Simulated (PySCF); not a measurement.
# C7H5N: excited states, first hyperpolarisability

Wanted: excited states, first hyperpolarisability for C7H5N (`C#Cc1ccncc1`).

Programs: PySCF 2.14.0, with routines of our own; each step states its level. All values are computed. Atoms count from 0.

## 1. The starting structure

13 atoms, charge 0, multiplicity 1; geometry from: GFN2-xTB.

## 2. Geometry optimisation at PBE0-D3(BJ)/def2-SVP

Job settings and geometry (Å):

```
{"job": {"xc": "PBE0", "basis": "def2-SVP", "d3": "d3bj", "grid": 2, "kind": "geom"}, "charge": 0, "multiplicity": 1}
C      3.106633    -0.242332    -0.030686
C      1.909991    -0.147914    -0.019468
C      0.498738    -0.037676    -0.005988
C     -0.127145     1.189738    -0.230600
C     -1.510344     1.233060    -0.205898
N     -2.273061     0.175531     0.017235
C     -1.677384    -0.986057     0.230820
C     -0.303692    -1.154803     0.232880
H      4.152647    -0.324786    -0.039331
H      0.457520     2.077667    -0.416977
H     -2.040188     2.162079    -0.373401
H     -2.339986    -1.823063     0.409799
H      0.141885    -2.120957     0.413889
```

On the command line:

```
$ OMP_NUM_THREADS=1 python excited_run.py task.json out
```

The driver reads the jobs from task.json and runs them one after another.

What it wrote:

```text
step   0  E = -323.81720988  max force = 0.021055
step   1  E = -323.81907778  max force = 0.003567
step   2  E = -323.81908943  max force = 0.000414
optimisation converged
```

Run time: 24 s. Hardware: 1 thread of Arm Neoverse V1, shared host; peak memory 0.69 GiB.

The steps of the relaxation:

| step | energy from step 0 (eV) | largest force component (eV/Å) |
| --- | --- | --- |
| 0 | 0.0000 | 1.0827 |
| 1 | -0.0508 | 0.1834 |
| 2 | -0.0511 | 0.0213 |

Close pairs (by a distance rule), those that changed most:

| bond | before (Å) | after (Å) | change (Å) |
| --- | --- | --- | --- |
| C0–H8 | 1.049 | 1.075 | +0.025 |
| C6–H11 | 1.082 | 1.096 | +0.014 |
| C4–H10 | 1.083 | 1.096 | +0.014 |
| C1–C2 | 1.416 | 1.428 | +0.013 |
| C0–C1 | 1.200 | 1.213 | +0.012 |
| C7–H12 | 1.079 | 1.091 | +0.012 |
| C3–H9 | 1.079 | 1.091 | +0.012 |
| C6–C7 | 1.384 | 1.392 | +0.008 |

The final coordinates are the input of the step that follows.

| at the end point | value |
| --- | --- |
| point group (found at 0.08 Å tolerance) | C2v |
| rotational constants (GHz, main isotopes) | 6.040, 1.525, 1.217 |
| dipole moment (D) | 1.95 |

## 3. Excited states: TDA CAM-B3LYP/def2-TZVP

Job settings and geometry (Å):

```
{"job": {"kind": "states", "xc": "CAM-B3LYP", "basis": "def2-TZVP", "tda": true, "soc": true, "nstates": 6, "ntriplets": 5, "nquad": 4}, "charge": 0, "multiplicity": 1}
C      3.153098    -0.258276    -0.062698
C      1.944029    -0.165168    -0.051091
C      0.519938    -0.056122    -0.037199
C     -0.114365     1.175007    -0.261904
C     -1.505420     1.222047    -0.236187
N     -2.278152     0.162602    -0.009721
C     -1.675030    -1.004364     0.202930
C     -0.293345    -1.174213     0.201542
H      4.224394    -0.340663    -0.072718
H      0.473884     2.074114    -0.452291
H     -2.020061     2.174242    -0.409401
H     -2.327886    -1.865347     0.387367
H      0.151681    -2.154077     0.381821
```

Level: TDA CAM-B3LYP/def2-TZVP excited states, vertical, gas phase, spin-orbit mean-field couplings.

What it wrote:

```text
coarse grid: 11768 points
cycle   1  E = -324.3346468688  dE =  1.571e+00  |g| = 3.913e-01  |ddm| = 3.813e+00
cycle   2  E = -324.3465804812  dE = -1.193e-02  |g| = 3.734e-01  |ddm| = 8.933e-01
cycle   3  E = -324.3732231676  dE = -2.664e-02  |g| = 1.009e-01  |ddm| = 4.099e-01
cycle   4  E = -324.3750924188  dE = -1.869e-03  |g| = 4.493e-02  |ddm| = 1.279e-01
cycle   5  E = -324.3755553711  dE = -4.630e-04  |g| = 1.487e-02  |ddm| = 4.304e-02
cycle   6  E = -324.3756014948  dE = -4.612e-05  |g| = 4.323e-03  |ddm| = 1.336e-02
cycle   7  E = -324.3756061419  dE = -4.647e-06  |g| = 1.161e-03  |ddm| = 5.694e-03
final grid: 116312 points
cycle   8  E = -324.3674580344  dE = -3.391e-05  |g| = 3.236e-03  |ddm| = 9.896e-02
cycle   9  E = -324.3674587773  dE = -7.428e-07  |g| = 2.694e-03  |ddm| = 8.275e-03
cycle  10  E = -324.3674603411  dE = -1.564e-06  |g| = 5.722e-04  |ddm| = 2.418e-03
cycle  11  E = -324.3674603957  dE = -5.460e-08  |g| = 3.002e-04  |ddm| = 5.983e-04
cycle  12  E = -324.3674604165  dE = -2.087e-08  |g| = 8.499e-05  |ddm| = 3.120e-04
cycle  13  E = -324.3674604183  dE = -1.741e-09  |g| = 1.978e-05  |ddm| = 1.046e-04
cycle  14  E = -324.3674604184  dE = -9.595e-11  |g| = 7.578e-06  |ddm| = 3.741e-05
converged SCF energy = -324.3674604184

Singlet excitations
state   eV       nm        f     d(h-e)  d(exc)  Lambda  PR(NTO)  |dmu|/D   mu/D   main configurations
  1   4.8418   256.1   0.00409   1.579   3.030   0.452   1.006    4.134    2.186   H-2->L 0.94
  2   5.3176   233.2   0.03636   0.244   2.933   0.585   1.797    0.651    1.296   H-1->L 0.67, H->L+1 0.28
  3   5.4188   228.8   0.00000   1.247   2.975   0.391   1.081    4.018    5.966   H-3->L 0.89
  4   5.4568   227.2   0.00000   1.102   2.645   0.379   1.067    2.416    0.468   H-2->L+1 0.96
  5   5.5737   222.4   0.27538   0.694   3.023   0.808   1.463                     H->L 0.79, H-3->L+2 0.11
  6   6.4494   192.2   0.00000   0.579   2.550   0.465   1.019                     H->L+2 0.87, H-4->L+2 0.10

Triplet excitations (Tamm-Dancoff)
state   eV     d(h-e)  d(exc)  Lambda  PR(NTO)   main configurations
  1   3.7056   0.246   2.803   0.815   1.396   H->L 0.82, H-1->L+1 0.11
  2   4.1341   1.401   2.851   0.447   1.007   H-2->L 0.90
  3   4.3177   0.571   2.817   0.618   1.052   H-1->L 0.95
  4   4.5894   0.150   2.539   0.884   1.374   H-1->L+1 0.83, H->L 0.11
  5   5.0715   1.029   2.807   0.400   1.160   H-3->L 0.81, H-3->L+5 0.10
S1 - T1 = 1.1362 eV

Spin-orbit couplings |<S|Hso|T>| (cm-1)
             T1       T2       T3       T4       T5
S0        0.012   26.969    0.032    0.001    3.929
S1        8.091    0.004    1.542    1.235    2.934
S2        0.050    1.112    0.000    0.054    0.551
S3        7.440    3.126    0.507    4.191    0.003
S4        1.748    0.292    1.676    0.566    0.003
S5        0.004    6.501    0.010    0.000   15.975
S6        5.941    0.715    0.381    3.156    0.000
T1 sublevels (cm-1): 0.000 0.001 0.014   radiative rates (1/s): 1.02e-06 0.000164 0.494
```

Run time: 56 s. Hardware: 1 thread of Arm Neoverse V1, shared host; peak memory 1.1 GiB.

From this job:

| quantity | value |
| --- | --- |
| S1 less T1 | 1.14 eV |

## 4. Excited states: TDDFT CAM-B3LYP/aug-cc-pVDZ

The job, as its differences from that of step 3:

```diff
@@ -1,2 +1,2 @@
-{"job": {"kind": "states", "xc": "CAM-B3LYP", "basis": "def2-TZVP", "tda": true, "soc": true, "nstates": 6, "ntriplets": 5, "nquad": 4}, "charge": 0, "multiplicity": 1}
+{"job": {"kind": "states", "xc": "CAM-B3LYP", "basis": "aug-cc-pVDZ", "tpa": true, "nstates": 8, "nquad": 6, "ntriplets": 0}, "charge": 0, "multiplicity": 1}
 C      3.153098    -0.258276    -0.062698
```

With the program's defaults for keys left out, this is: TDDFT CAM-B3LYP/aug-cc-pVDZ excited states, vertical, gas phase, two-photon moments by quadratic response.

What it wrote:

```text
coarse grid: 11768 points
cycle   1  E = -324.2160148311  dE =  1.622e+00  |g| = 3.557e-01  |ddm| = 3.144e+01
cycle   2  E = -324.2265902570  dE = -1.058e-02  |g| = 3.522e-01  |ddm| = 2.737e+00
cycle   3  E = -324.2517861829  dE = -2.520e-02  |g| = 8.835e-02  |ddm| = 1.374e+00
cycle   4  E = -324.2533183127  dE = -1.532e-03  |g| = 4.114e-02  |ddm| = 3.101e-01
cycle   5  E = -324.2537290055  dE = -4.107e-04  |g| = 1.356e-02  |ddm| = 1.956e-01
cycle   6  E = -324.2537690565  dE = -4.005e-05  |g| = 3.914e-03  |ddm| = 7.262e-02
cycle   7  E = -324.2537731064  dE = -4.050e-06  |g| = 1.011e-03  |ddm| = 2.663e-02
final grid: 116312 points
cycle   8  E = -324.2806693237  dE = -1.629e-05  |g| = 2.587e-03  |ddm| = 3.583e-01
cycle   9  E = -324.2806699850  dE = -6.613e-07  |g| = 2.236e-03  |ddm| = 4.173e-02
cycle  10  E = -324.2806712119  dE = -1.227e-06  |g| = 2.906e-04  |ddm| = 1.537e-02
cycle  11  E = -324.2806712284  dE = -1.655e-08  |g| = 1.582e-04  |ddm| = 2.139e-03
cycle  12  E = -324.2806712339  dE = -5.508e-09  |g| = 6.926e-05  |ddm| = 8.999e-04
cycle  13  E = -324.2806712351  dE = -1.209e-09  |g| = 1.538e-05  |ddm| = 4.238e-04
cycle  14  E = -324.2806712352  dE = -6.276e-11  |g| = 5.958e-06  |ddm| = 6.920e-05
converged SCF energy = -324.2806712352

Singlet excitations
state   eV       nm        f     d(h-e)  d(exc)  Lambda  PR(NTO)  |dmu|/D   mu/D   delta(TPA)   sigma/GM   main configurations
  1   4.7807   259.3   0.00317   1.586   3.076   0.441   1.010    4.163    2.162        2.45      0.021   H-2->L 0.93
  2   5.2112   237.9   0.04184   0.309   2.940   0.577   1.746    1.003    0.997       27.82      0.277   H-1->L 0.74, H->L+2 0.21
  3   5.3643   231.1   0.25365   0.597   3.087   0.762   1.463    1.554    3.555       51.35      0.541   H->L 0.86
  4   5.3843   230.3   0.00000   1.236   3.015   0.376   1.064    3.901    5.901        0.46      0.005   H-3->L 0.89
  5   5.4326   228.2   0.00000   1.120   2.682   0.373   1.055    2.492    0.491        0.00      0.000   H-2->L+2 0.96
  6   6.3620   194.9   0.00000   0.736   2.748   0.333   1.035    3.150    1.149        1.93      0.029   H->L+7 0.63, H->L+6 0.10, H->L+15 0.08
  7   6.5770   188.5   0.22199   1.118   3.467   0.512   1.661                                            H->L+2 0.75, H-1->L 0.22
  8   6.6190   187.3   0.20022   0.039   2.680   0.808   1.968                                            H-1->L+2 0.75, H-4->L 0.12
```

It took 53 s on 1 thread of Arm Neoverse V1, shared host; peak memory 0.93 GiB.

## 5. First hyperpolarisability: quadratic response CAM-B3LYP/aug-cc-pVDZ

The job, as its differences from that of step 4:

```diff
@@ -1,2 +1,2 @@
-{"job": {"kind": "states", "xc": "CAM-B3LYP", "basis": "aug-cc-pVDZ", "tpa": true, "nstates": 8, "nquad": 6, "ntriplets": 0}, "charge": 0, "multiplicity": 1}
+{"job": {"kind": "beta", "xc": "CAM-B3LYP", "basis": "aug-cc-pVDZ"}, "charge": 0, "multiplicity": 1}
 C      3.153098    -0.258276    -0.062698
```

With the program's defaults for keys left out, this is: quadratic response CAM-B3LYP/aug-cc-pVDZ first hyperpolarisability, Taylor convention, gas phase.

What it wrote:

```text
coarse grid: 11768 points
cycle   1  E = -324.2160148311  dE =  1.622e+00  |g| = 3.557e-01  |ddm| = 3.144e+01
cycle   2  E = -324.2265902570  dE = -1.058e-02  |g| = 3.522e-01  |ddm| = 2.737e+00
cycle   3  E = -324.2517861829  dE = -2.520e-02  |g| = 8.835e-02  |ddm| = 1.374e+00
cycle   4  E = -324.2533183127  dE = -1.532e-03  |g| = 4.114e-02  |ddm| = 3.101e-01
cycle   5  E = -324.2537290055  dE = -4.107e-04  |g| = 1.356e-02  |ddm| = 1.956e-01
cycle   6  E = -324.2537690565  dE = -4.005e-05  |g| = 3.914e-03  |ddm| = 7.262e-02
cycle   7  E = -324.2537731064  dE = -4.050e-06  |g| = 1.011e-03  |ddm| = 2.663e-02
final grid: 116312 points
cycle   8  E = -324.2806693237  dE = -1.629e-05  |g| = 2.587e-03  |ddm| = 3.583e-01
cycle   9  E = -324.2806699850  dE = -6.613e-07  |g| = 2.236e-03  |ddm| = 4.173e-02
cycle  10  E = -324.2806712119  dE = -1.227e-06  |g| = 2.906e-04  |ddm| = 1.537e-02
cycle  11  E = -324.2806712284  dE = -1.655e-08  |g| = 1.582e-04  |ddm| = 2.139e-03
cycle  12  E = -324.2806712339  dE = -5.508e-09  |g| = 6.926e-05  |ddm| = 8.999e-04
cycle  13  E = -324.2806712351  dE = -1.209e-09  |g| = 1.538e-05  |ddm| = 4.238e-04
cycle  14  E = -324.2806712352  dE = -6.276e-11  |g| = 5.958e-06  |ddm| = 6.920e-05
converged SCF energy = -324.2806712352

Lowest singlets (eV, f): 4.7807 0.0032  5.2112 0.0418  5.3643 0.2536

First hyperpolarisability (au)
process     nm      |vector|   parallel      HRS      DR
static         -       17.60      10.56       30.9   1.584
shg       1907.0       23.63      14.18      34.87   1.618
eope      1907.0       19.50       11.7          -       -
shg       1064.0       41.59      24.95      46.45   1.707
eope      1064.0       24.10      14.46          -       -
```

It took 39 s on 1 thread of Arm Neoverse V1, shared host; peak memory 0.89 GiB.

## 6. Excited states: TDA CAM-B3LYP/def2-TZVP in methanol

The job, as its differences from that of step 5:

```diff
@@ -1,2 +1,2 @@
-{"job": {"kind": "beta", "xc": "CAM-B3LYP", "basis": "aug-cc-pVDZ"}, "charge": 0, "multiplicity": 1}
+{"job": {"kind": "states", "xc": "CAM-B3LYP", "basis": "def2-TZVP", "tda": true, "soc": true, "nstates": 6, "ntriplets": 5, "nquad": 4, "solvent": "methanol"}, "charge": 0, "multiplicity": 1}
 C      3.153098    -0.258276    -0.062698
```

With the program's defaults for keys left out, this is: TDA CAM-B3LYP/def2-TZVP excited states, vertical, IEF-PCM methanol (non-equilibrium response), spin-orbit mean-field couplings.

What it wrote:

```text
coarse grid: 11768 points
cycle   1  E = -324.3470288974  dE =  1.559e+00  |g| = 3.767e-01  |ddm| = 3.809e+00
cycle   2  E = -324.3614547463  dE = -1.443e-02  |g| = 3.372e-01  |ddm| = 9.536e-01
cycle   3  E = -324.3830461279  dE = -2.159e-02  |g| = 8.465e-02  |ddm| = 3.684e-01
cycle   4  E = -324.3843978248  dE = -1.352e-03  |g| = 3.597e-02  |ddm| = 1.406e-01
cycle   5  E = -324.3846982354  dE = -3.004e-04  |g| = 1.016e-02  |ddm| = 3.834e-02
cycle   6  E = -324.3847197249  dE = -2.149e-05  |g| = 3.258e-03  |ddm| = 1.278e-02
cycle   7  E = -324.3847224286  dE = -2.704e-06  |g| = 9.806e-04  |ddm| = 6.453e-03
final grid: 116312 points
cycle   8  E = -324.3765131197  dE = -3.448e-05  |g| = 3.145e-03  |ddm| = 9.927e-02
cycle   9  E = -324.3765140083  dE = -8.886e-07  |g| = 2.471e-03  |ddm| = 8.152e-03
cycle  10  E = -324.3765152875  dE = -1.279e-06  |g| = 6.079e-04  |ddm| = 2.441e-03
cycle  11  E = -324.3765153593  dE = -7.180e-08  |g| = 2.579e-04  |ddm| = 6.156e-04
cycle  12  E = -324.3765153752  dE = -1.588e-08  |g| = 6.209e-05  |ddm| = 2.890e-04
cycle  13  E = -324.3765153761  dE = -9.667e-10  |g| = 1.425e-05  |ddm| = 9.912e-05
converged SCF energy = -324.3765153761

Singlet excitations
state   eV       nm        f     d(h-e)  d(exc)  Lambda  PR(NTO)  |dmu|/D   mu/D   main configurations
  1   5.0037   247.8   0.00475   1.539   3.020   0.459   1.006    4.567    1.897   H-2->L 0.95
  2   5.2862   234.5   0.06060   0.320   2.923   0.593   1.683    1.003    1.668   H-1->L 0.71, H->L+1 0.24
  3   5.4170   228.9   0.00000   1.335   3.001   0.392   1.019    4.831    7.501   H-3->L 0.92
  4   5.5052   225.2   0.36811   0.729   3.059   0.803   1.355    2.215    4.885   H->L 0.83, H-3->L+2 0.09
  5   5.6838   218.1   0.00000   1.154   2.637   0.387   1.008                     H-2->L+1 0.99
  6   6.5262   190.0   0.00000   0.581   2.541   0.468   1.017                     H->L+2 0.88, H-4->L+2 0.10

Triplet excitations (Tamm-Dancoff)
state   eV     d(h-e)  d(exc)  Lambda  PR(NTO)   main configurations
  1   3.7316   0.255   2.803   0.811   1.404   H->L 0.81, H-1->L+1 0.11
  2   4.2624   0.560   2.811   0.623   1.040   H-1->L 0.95
  3   4.3333   1.384   2.855   0.455   1.008   H-2->L 0.90
  4   4.5845   0.143   2.545   0.884   1.376   H-1->L+1 0.83, H->L 0.12
  5   5.0808   1.060   2.828   0.399   1.138   H-3->L 0.82, H-3->L+4 0.10
S1 - T1 = 1.2722 eV

Spin-orbit couplings |<S|Hso|T>| (cm-1)
             T1       T2       T3       T4       T5
S0        0.009    0.033   26.399    0.002    4.098
S1        7.778    1.418    0.005    1.279    3.202
S2        0.046    0.001    1.002    0.058    0.507
S3        7.643    0.732    3.414    4.073    0.005
S4        0.004    0.012    6.543    0.001   15.404
S5        0.593    1.376    0.194    1.065    0.002
S6        5.824    0.327    0.799    3.101    0.000
T1 sublevels (cm-1): 0.000 0.001 0.008   radiative rates (1/s): 1.16e-06 0.000256 0.39
```

Wall time 55 s (1 thread of Arm Neoverse V1, shared host); peak memory 1.1 GiB.

In short:

| quantity | value |
| --- | --- |
| S1 less T1 | 1.27 eV |

## 7. Results

```
                                                   quantity                                             value
                                                point group                                               C2v
                       rotational constants (main isotopes)                              6.04, 1.52, 1.22 GHz
               S1 less T1 (step 3, TDA CAM-B3LYP/def2-TZVP)                                           1.14 eV
β vector (step 5, quadratic response CAM-B3LYP/aug-cc-pVDZ)  static 18, SHG 1907.0 nm 24, SHG 1064.0 nm 42 au
   S1 less T1 (step 6, TDA CAM-B3LYP/def2-TZVP in methanol)                                           1.27 eV
```

**Reading.** Over 2 steps the energy fell by 0.051 eV; of the close pairs, C0–H8 changed most, 1.049 to 1.075 Å. In step 3, the number of triplets below S1 is 4, and the largest singlet-triplet spin-orbit coupling is S0–T2, 26.97 cm⁻¹. β grows from 18 au (static) to 42 au for doubling at 1064.0 nm: normal dispersion, which grows as twice the photon energy moves toward the bright states. In step 6, the number of triplets below S1 is 4, and the largest singlet-triplet spin-orbit coupling is S0–T3, 26.40 cm⁻¹.
